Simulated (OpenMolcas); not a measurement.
# Ta³⁺ among point charges: CASSCF and CASPT2 levels and susceptibility

Aim: the splitting of the states of Ta³⁺ in the field of 6 point charges, its lowest levels with spin-orbit coupling and its magnetic susceptibility.

The numbers are computed with OpenMolcas 26.06 (state-averaged CASSCF and CASPT2, spin-orbit coupling by RASSI with atomic mean-field integrals), except any that are marked as measured or tabulated.

## 1. Starting point

* Species: Ta³⁺ (tantalum, Z = 73, 70 electrons)
* Basis: ANO-RCC-VDZP [7s6p4d2f1g], 68 functions
* Scalar Hamiltonian: DKH2, point nucleus
* Inactive shells: 1s 2s 2p 3s 3p 3d 4s 4p 4d 4f 5s 5p
* Active space: 2 electrons in 5 orbitals (5d)
* Some configurations of this space: 5d²
* Orbitals: optimised for each spin and parity, averaged over all roots

Outer shells as boxes (Hund's rule):

5d2
```
5d [↑ ][↑ ][  ][  ][  ]
```

The ion sits among 6 point charges of -0.98 e arranged as an octahedron (Oh), 2.21 Å from the ion.

The work runs as a chain of OpenMolcas steps in one folder; each step below is one input file. Labels, J, g values, rates, χT and fits are worked out afterwards by a script from the matrices that RASSI stores. The input lists half of the charges; inversion (Group=XYZ) makes the rest.

## 2. GATEWAY and SEWARD: basis and integrals

a.inp reads:

```
&GATEWAY
Coord
1

Ta 0.0 0.0 0.0
Basis=ANO-RCC-VDZP
Group=XYZ
NoMove
AngMom=0.0 0.0 0.0
AMFI
XField
3 Angstrom 0
2.210000 0.000000 0.000000 -0.980000
0.000000 2.210000 0.000000 -0.980000
0.000000 0.000000 2.210000 -0.980000
&SEWARD
```

The run is started by

```sh
$ OMP_NUM_THREADS=1 MOLCAS_MEM=1689 MOLCAS_PROJECT=a pymolcas a.inp > a.log
```

The log of the run:

```text
Basis set label: TA.ANO-RCC...7S6P4D2F1G.

      Electronic valence basis set:
      ------------------
      Associated Effective Charge  73.000000 au
      Associated Actual Charge     73.000000 au
      Nuclear Model: Point charge

      Shell  nPrim  nBasis  Cartesian Spherical Contaminant
         s      24       7        X
         p      21       6        X
         d      15       4                 X
         f      11       2                 X
         g       4       1                 X
                  Relativistic Douglas-Kroll-Hess integrals:
                    - DKH order of Hamiltonian: 2
                    - DKH order of Properties : 0
                  Atomic mean-field integrals
```

## 3. CASSCF: triplets of even parity, 10 roots

a.inp reads:

```
&RASSCF
FileOrb=start.orb
Symmetry=1
Spin=3
nActEl=2 0 0
Inactive=15 19
Ras2=5 0
CIRoot=10 10 1
SDav=10
CIMx=300
Iter=120 100
PrWF=0.3
OrbListing=Nothing
MaxOrb=0
>>> COPY $Project.JobIph JOB001
```

start.orb holds the contracted functions of the basis, ordered by shell, or the orbitals of the step before.

The log of the run (excerpt; [...] marks lines left out):

```text
[...]
      Number of active orbitals                  5
[...]
      Spin quantum number                      1.0
[...]
      Active orbitals                            5   0
[...]
      Number of CSFs                            10
      Number of root(s) required                10
[...]
      Convergence after  9 iterations
[...]
      Natural orbitals and occupation numbers for root  1
      sym 1:   0.943980   0.943980   0.056020   0.056020  -0.000000
      Natural orbitals and occupation numbers for root  2
      sym 1:   0.943989   0.056011  -0.000000   0.943989   0.056011
      Natural orbitals and occupation numbers for root  3
      sym 1:   0.064708   0.935292   0.064708   0.935292   0.000000
::    RASSCF root number  1 Total energy: -15592.54207255
::    RASSCF root number  2 Total energy: -15592.54207255
::    RASSCF root number  3 Total energy: -15592.54207255
[...]
::    RASSCF root number  7 Total energy: -15592.47158218
::    RASSCF root number  8 Total energy: -15592.46699697
::    RASSCF root number  9 Total energy: -15592.46699697
::    RASSCF root number 10 Total energy: -15592.46699697
```

## 4. Reference wave functions, singlets of even parity, 15 roots

a.inp reads:

```
&RASSCF
FileOrb=start.orb
Symmetry=1
Spin=1
nActEl=2 0 0
Inactive=15 19
Ras2=5 0
CIRoot=15 15 1
SDav=15
CIMx=300
Iter=120 100
PrWF=0.3
OrbListing=Nothing
MaxOrb=0
>>> COPY $Project.JobIph JOB002
```

The run is started by

```sh
$ OMP_NUM_THREADS=1 MOLCAS_MEM=1689 MOLCAS_PROJECT=a pymolcas a.inp > a.log
```

The log of the run (excerpt; [...] marks lines left out):

```text
[...]
      Number of active orbitals                  5
[...]
      Spin quantum number                      0.0
[...]
      Active orbitals                            5   0
[...]
      Number of CSFs                            15
      Number of root(s) required                15
[...]
      Convergence after  9 iterations
[...]
      Natural orbitals and occupation numbers for root  1
      sym 1:   0.909294   0.057097   0.071776   0.961829   0.000003
      Natural orbitals and occupation numbers for root  2
      sym 1:   0.941373   0.930272   0.000000   0.065727   0.062628
      Natural orbitals and occupation numbers for root  3
      sym 1:   0.070874   0.929811   0.000000   0.928751   0.070564
::    RASSCF root number  1 Total energy: -15592.49787084
::    RASSCF root number  2 Total energy: -15592.49787084
::    RASSCF root number  3 Total energy: -15592.49787084
[...]
::    RASSCF root number 12 Total energy: -15592.44737806
::    RASSCF root number 13 Total energy: -15592.41901464
::    RASSCF root number 14 Total energy: -15592.41901464
::    RASSCF root number 15 Total energy: -15592.34616338
```

## 5. RASSI: spin-orbit coupling between the states

a.inp reads:

```
&RASSI
NrOfJobIphs=2 10 15
1 2 3 4 5 6 7 8 9 10
1 2 3 4 5 6 7 8 9 10 11 12 13 14 15
IphNames
JOB001
JOB002
EJob
SpinOrbit
DIPRint=1.0
SOCoupling=1000.0
Subsets=2
Property=9
'ANGMOM' 1 'ANGMOM' 2 'ANGMOM' 3 'MLTPL  1' 1 'MLTPL  1' 2 'MLTPL  1' 3
'AMFI' 1 'AMFI' 2 'AMFI' 3
SOProperty=3
'ANGMOM' 1 'ANGMOM' 2 'ANGMOM' 3
```

The log of the run:

```text
SPIN-FREE ENERGIES:
  (Shifted by EMIN (a.u.) =     -15592.5420725484)

 SF State       Relative EMIN(au)   Rel lowest level(eV)    D:o, cm**(-1)      L_eff

     1             0.0000000000        0.0000000000              0.0000         2.9
     2             0.0000000000        0.0000000000              0.0000         2.9
     3             0.0000000000        0.0000000000              0.0000         2.9
     4             0.0327832242        0.8920769771           7195.0861         3.0
     5             0.0327832242        0.8920769771           7195.0861         3.0
     6             0.0327832242        0.8920769771           7195.0861         3.0
    11             0.0442017122        1.2027898638           9701.1545         2.7
    12             0.0442017122        1.2027898638           9701.1545         2.7
    13             0.0442017122        1.2027898638           9701.1545         2.7
    14             0.0455762753        1.2401936314          10002.8362         3.0
    15             0.0455762753        1.2401936314          10002.8362         3.0
     7             0.0704903716        1.9181407294          15470.8483         3.0
     9             0.0750755783        2.0429105597          16477.1849         1.1
    10             0.0750755783        2.0429105597          16477.1849         1.1
     8             0.0750755783        2.0429105597          16477.1849         1.1
    16             0.0852922662        2.3209207997          18719.4887         3.5
    17             0.0852922662        2.3209207997          18719.4887         3.5
    18             0.0852922662        2.3209207997          18719.4887         3.5
    19             0.0862130767        2.3459773287          18921.5832         3.6
    20             0.0946944908        2.5767683640          20783.0385         4.0
    21             0.0946944908        2.5767683640          20783.0385         4.0
    22             0.0946944908        2.5767683640          20783.0385         4.0
    23             0.1230579050        3.3485761831          27008.0883         3.3
    24             0.1230579050        3.3485761831          27008.0883         3.3
    25             0.1959091687        5.3309600596          42997.0926         1.3
     Dipole printing threshold changed to   1.00000000E+00
Eigenvalues of complex Hamiltonian:
   -----------------------------------
  (Shifted by EMIN (a.u.) =     -15592.5420725484)

 SO State       Relative EMIN(au)   Rel lowest level(eV)    D:o, cm**(-1)     J-value

     1            -0.0188596682        0.0000000001              0.0000         1.6
     2            -0.0188596682        0.0000000000              0.0000         1.8
     3            -0.0154159095        0.0937094481            755.8177         2.0
     4            -0.0154159095        0.0937094480            755.8177         2.0
     5            -0.0154159095        0.0937094481            755.8177         1.6
     6             0.0034472087        0.6070010433           4895.7936         2.6
     7             0.0034472087        0.6070010433           4895.7936         2.6
     8             0.0034472087        0.6070010434           4895.7936         2.6
     9             0.0127785687        0.8609202836           6943.7904         2.9
    10             0.0212291799        1.0908731298           8798.4852         2.4
    11             0.0212291799        1.0908731298           8798.4852         2.4
    12             0.0212291799        1.0908731301           8798.4852         2.4
    13             0.0271728175        1.2526077495          10102.9628         2.4
    14             0.0378882239        1.5441888109          12454.7227         3.0
    15             0.0378882239        1.5441888109          12454.7227         3.0
    16             0.0378882239        1.5441888110          12454.7227         2.7
    17             0.0401452401        1.6056053501          12950.0805         3.0
    18             0.0401452401        1.6056053502          12950.0805         2.9
    19             0.0425648611        1.6714465923          13481.1259         2.3
    20             0.0425648611        1.6714465924          13481.1259         2.3
    21             0.0479365093        1.8176165851          14660.0664         2.1
    22             0.0479365093        1.8176165853          14660.0664         2.1
    23             0.0479365093        1.8176165854          14660.0664         1.9
    24             0.0587473527        2.1117946223          17032.7723         1.1
    25             0.0678338250        2.3590501281          19027.0225         2.7
    26             0.0678338250        2.3590501279          19027.0225         2.7
    27             0.0678338250        2.3590501281          19027.0225         3.0
    28             0.0699495366        2.4166215753          19491.3675         1.0
    29             0.0699495366        2.4166215753          19491.3675         1.0
    30             0.0699495366        2.4166215753          19491.3675         1.1
    31             0.0838098772        2.7937806567          22533.3606         2.3
    32             0.0838098772        2.7937806564          22533.3606         2.3
    33             0.0838098772        2.7937806564          22533.3606         2.3
    34             0.0843929851        2.8096478291          22661.3380         2.0
    35             0.0843929851        2.8096478291          22661.3380         2.1
    36             0.0900029271        2.9623021283          23892.5780         2.9
    37             0.0968392640        3.1483283337          25392.9805         2.4
    38             0.0968392640        3.1483283337          25392.9805         2.4
    39             0.0968392640        3.1483283337          25392.9805         2.4
    40             0.0968787308        3.1494022782          25401.6425         1.6
    41             0.0968787308        3.1494022782          25401.6425         3.8
Weights of the five most important spin-orbit-free states for each spin-orbit state.

 SO State  Total energy (au)           Spin-free states, spin, and weights
 -------------------------------------------------------------------------------------------------------
    1        -0.018860       3 1.0  0.5365    2 1.0  0.2065    1 1.0  0.0800    6 1.0  0.0552    4 1.0  0.0487
    2        -0.018860       1 1.0  0.4686    2 1.0  0.3422    5 1.0  0.0620   15 0.0  0.0404    4 1.0  0.0351
    3        -0.015416       3 1.0  0.4120    2 1.0  0.3956    4 1.0  0.0443   12 0.0  0.0435    5 1.0  0.0397
    4        -0.015416       1 1.0  0.4115    2 1.0  0.4097    4 1.0  0.0485   13 0.0  0.0473    6 1.0  0.0453
    5        -0.015416       3 1.0  0.4092    1 1.0  0.3960    5 1.0  0.0541   11 0.0  0.0435    6 1.0  0.0387
    6         0.003447       3 1.0  0.4464    2 1.0  0.4302    4 1.0  0.0414    5 1.0  0.0354    6 1.0  0.0232
    7         0.003447       3 1.0  0.4344    1 1.0  0.4309    5 1.0  0.0471    6 1.0  0.0306    2 1.0  0.0285
    8         0.003447       1 1.0  0.4456    2 1.0  0.4352    6 1.0  0.0462    4 1.0  0.0364    5 1.0  0.0175
    9         0.012779       1 1.0  0.3138    2 1.0  0.3138    3 1.0  0.3138   19 0.0  0.0318    9 1.0  0.0088
   10         0.021229       4 1.0  0.2783    5 1.0  0.2331   12 0.0  0.1806    7 1.0  0.0817    3 1.0  0.0816
   11         0.021229       6 1.0  0.2596    5 1.0  0.2445   11 0.0  0.1787    7 1.0  0.0817    3 1.0  0.0813
   12         0.021229       6 1.0  0.2518    4 1.0  0.2258   13 0.0  0.1813    5 1.0  0.0867    7 1.0  0.0817
```

Time for these steps: 5.8 s (1 thread of Arm Neoverse V1, shared host).

Spin-free states, with their symmetry labels:

```
state  degeneracy  E (cm-1)  free-ion L (%)
  3T1           3         0          F (96)
  3T2           3      7195         F (100)
  1T2           3      9701          D (69)
   1E           2     10003          D (57)
  3A2           1     15471         F (100)
  3T1           3     16477          P (96)
  1T2           3     18719          G (69)
  1A1           1     18922          G (85)
  1T1           3     20783         G (100)
   1E           2     27008          G (57)
  1A1           1     42997          S (85)
```

With spin-orbit coupling:

| E (cm-1) | Degeneracy | Label | 2S+1 |
| --- | --- | --- | --- |
| 0.0 | 2 | E | 3 |
| 755.8 | 3 | T2 | 3 |
| 4896 | 3 | T1 | 3 |
| 6944 | 1 | A1 | 3 |
| 8798 | 3 | T2 | 3 |
| 10103 | 1 | A2 | 3 |
| 12455 | 3 | T1 | 3 |
| 12950 | 2 | E | 3 |
| 13481 | 2 | E | 1 |
| 14660 | 3 | T2 | 1 |
| 17033 | 1 | A1 | 3 |
| 19027 | 3 | T2 | 3 |
| 19491 | 3 | T1 | 3 |
| 22533 | 3 | T2 | 3 |
| 22661 | 2 | E | 3 |
| 23893 | 1 | A1 | 1 |
| 25393 | 3 | T2 | 1 |
| 25402 | 3 | T1 | 1 |
| 32287 | 2 | E | 1 |
| 48315 | 1 | A1 | 1 |

Powder χT (cm³ K/mol): 0.00 at 2 K, 0.00 at 5 K, 0.00 at 10 K, 0.00 at 20 K, 0.01 at 50 K, 0.02 at 100 K, 0.03 at 150 K, 0.05 at 200 K, 0.06 at 250 K, 0.07 at 300 K.

A ligand-field fit to the states below 45000 cm-1 gives 10Dq = 8406 cm-1, B = 677 cm-1 and C = 2719 cm-1 (C/B = 4.02), with a deviation of 109 cm-1.

Orbitals of the lowest block (energies include the constant potential of the surroundings):

```
shell     space  energy (hartree)  mean occupation  ⟨r²⟩ (bohr²)
   1s  inactive        -2485.4914            2.000      0.000446
   2s  inactive         -432.1130            2.000       0.00729
   2p  inactive         -380.0187            6.000       0.00601
   3s  inactive         -100.9564            2.000        0.0477
   3p  inactive          -85.0737            6.000        0.0483
   3d  inactive          -65.8115           10.000        0.0404
   4s  inactive          -21.4560            2.000         0.238
   4p  inactive          -16.1220            6.000         0.270
   4d  inactive           -9.0236           10.000         0.318
   4f  inactive           -1.1301           14.000         0.493
   5s  inactive           -2.8297            2.000          1.40
   5p  inactive           -1.4022            6.000          1.87
   5d      RAS2                              2.000          4.48
```

## 6. CASPT2: IPEA 0.25, imaginary shift 0.1 (closed shells correlated: 4f 5s 5p)

a.inp reads:

```
>>> COPY JOB001 $Project.JobIph
&CASPT2
Multistate=10 1 2 3 4 5 6 7 8 9 10
NoMult
Frozen=14 9
IPEA=0.25
Imaginary=0.1
MaxIter=60
WThr=0.0 0.3 0.05
PrWF=0.5
NoMix
>>> COPY JOB002 $Project.JobIph
&CASPT2
Multistate=15 1 2 3 4 5 6 7 8 9 10 11 12 13 14 15
NoMult
Frozen=14 9
IPEA=0.25
Imaginary=0.1
MaxIter=60
WThr=0.0 0.3 0.05
PrWF=0.5
NoMix
```

The log of the run (excerpt; [...] marks lines left out):

```text
[...]
      Active orbitals                            5   0
[...]
      E2 (Variational):          -0.8499419997
      Total energy:          -15593.3920145481
[...]
::    CASPT2 Root  1     Total energy: -15593.39201455
::    CASPT2 Root  2     Total energy: -15593.39201459
[...]
::    CASPT2 Root 12     Total energy: -15593.30088348
::    CASPT2 Root 13     Total energy: -15593.27563806
::    CASPT2 Root 14     Total energy: -15593.27563052
::    CASPT2 Root 15     Total energy: -15593.21755267
```

Time for this run: 4.2 s (1 thread of Arm Neoverse V1, shared host).

SS-CASPT2: lowest energy less the reference's lowest, -0.8501 hartree; reference weights 0.897 to 0.915.

States without spin-orbit coupling:

```
state  degeneracy  E (cm-1)  free-ion L (%)
  3T1           3         0          F (96)
  3T2           3      7002         F (100)
  1T2           3      8099          D (69)
   1E           2      8903          D (57)
  3T1           3     15203          P (96)
  3A2           1     15519         F (100)
  1A1           1     17128          G (85)
  1T2           3     17241          G (69)
  1T1           3     20023         G (100)
   1E           2     25567          G (57)
  1A1           1     38314          S (85)
```

With spin-orbit coupling:

| E (cm-1) | Degeneracy | Label | 2S+1 |
| --- | --- | --- | --- |
| 0 | 2 | E | 3 |
| 720 | 3 | T2 | 3 |
| 4960 | 3 | T1 | 3 |
| 6920 | 1 | A1 | 3 |
| 8430 | 3 | T2 | 3 |
| 10000 | 1 | A2 | 3 |
| 12310 | 2 | E | 1 |
| 12340 | 3 | T1 | 3 |
| 13020 | 2 | E | 3 |
| 13580 | 3 | T2 | 1 |
| 15750 | 1 | A1 | 3 |
| 18320 | 3 | T1 | 3 |
| 18390 | 3 | T2 | 3 |
| 21520 | 2 | E | 3 |
| 21700 | 3 | T2 | 3 |
| 22240 | 1 | A1 | 1 |
| 24390 | 3 | T2 | 1 |
| 24750 | 3 | T1 | 1 |
| 30970 | 2 | E | 1 |
| 43870 | 1 | A1 | 1 |

Powder χT (cm³ K/mol): 0.00 at 2 K, 0.00 at 5 K, 0.00 at 10 K, 0.00 at 20 K, 0.01 at 50 K, 0.02 at 100 K, 0.04 at 150 K, 0.05 at 200 K, 0.06 at 250 K, 0.08 at 300 K.

A ligand-field fit to the states below 45000 cm-1 gives 10Dq = 8377 cm-1, B = 612 cm-1 and C = 2303 cm-1 (C/B = 3.76), with a deviation of 372 cm-1.

## 7. The methods side by side

A. CASSCF
B. SS-CASPT2, IPEA 0.25, imaginary shift 0.1 (closed shells correlated: 4f 5s 5p)

```
method  ground state  first state of that spin (cm-1)  first gap with spin-orbit (cm-1)  χT at 300 K
     A           3T1                         3T2 7195                             755.8         0.07
     B           3T1                         3T2 7002                             718.8         0.08
```

## 8. Outcome

| quantity | value |
| --- | --- |
| method | SS-CASPT2, IPEA 0.25, imaginary shift 0.1 (closed shells correlated: 4f 5s 5p) |
| spin-free ground state | 3T1, 3-fold in its orbital part |
| first state of the same spin within the active space | 3T2 at 7000 cm⁻¹ |
| lowest level | 2-fold E, g = 0.00, 0.00, 0.00 |
| next level | 718.8 cm⁻¹ |
| χT at 300 K | 0.08 cm³ K/mol |
| effective moment at 300 K | 0.79 μB |

Cost by method:

```
                                                 method  time of its own steps  time with the reference
                                              A. CASSCF                  5.8 s                    5.8 s
B. SS-CASPT2, IPEA 0.25, imaginary shift 0.1, +4f 5s 5p                  4.2 s                     10 s
```

Times are of one thread on a shared host.

What this shows: The spin-free ground state (3T1) comes to 96 % from free-ion F terms and keeps the highest spin of the shell. χT at 300 K is 0.08, against 1.00 cm³ K/mol for the spin alone, so spin-orbit coupling lowers it. A ligand-field fit to the states below 45000 cm-1 gives 10Dq = 8377 cm-1, B = 612 cm-1 and C = 2303 cm-1 (C/B = 3.76), with a deviation of 372 cm-1. CASPT2 does not keep the components of a term degenerate, and the means are used. The field of point charges can differ much from that of real complexes. This is an electrostatic model: the charges have no orbitals.
